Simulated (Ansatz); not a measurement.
SiF: equation of state with PBE

SiF:

```xyz
2
Lattice="3.0286 0.0000 0.0000 0.0000 3.0286 0.0000 0.0000 0.0000 3.0286" Properties=species:S:1:pos:R:3 pbc="T T T"
Si    1.5143    1.5143    1.5143
F     0.0000    0.0000    0.0000
```

The cell was built by a generator and needn't be a form met in nature.

- Program: Ansatz 0.2.0
- Task: equation of state
- Functional: PBE
- Potentials or basis: PseudoDojo standard
- Cutoff: 1143 eV
- Density cutoff: 4572 eV
- k mesh: 9 × 9 × 9
- Occupations: fermi-dirac, width 0.05 eV
- Spin: no spin polarisation

* Equilibrium volume: 13.91 Å³/atom
* Bulk modulus: 73 GPa
* Pressure derivative of the bulk modulus: 4.5

Energy against volume, from the lowest point:
```csv
volume (Å³/atom),energy (meV/atom)
13.056,13.34
13.334,5.81
13.612,1.48
13.890,0.00
14.168,1.08
14.445,4.45
14.723,9.87
```

All runs of the series together: 13 s on 2 threads of Arm Neoverse V1, with other jobs on the host.
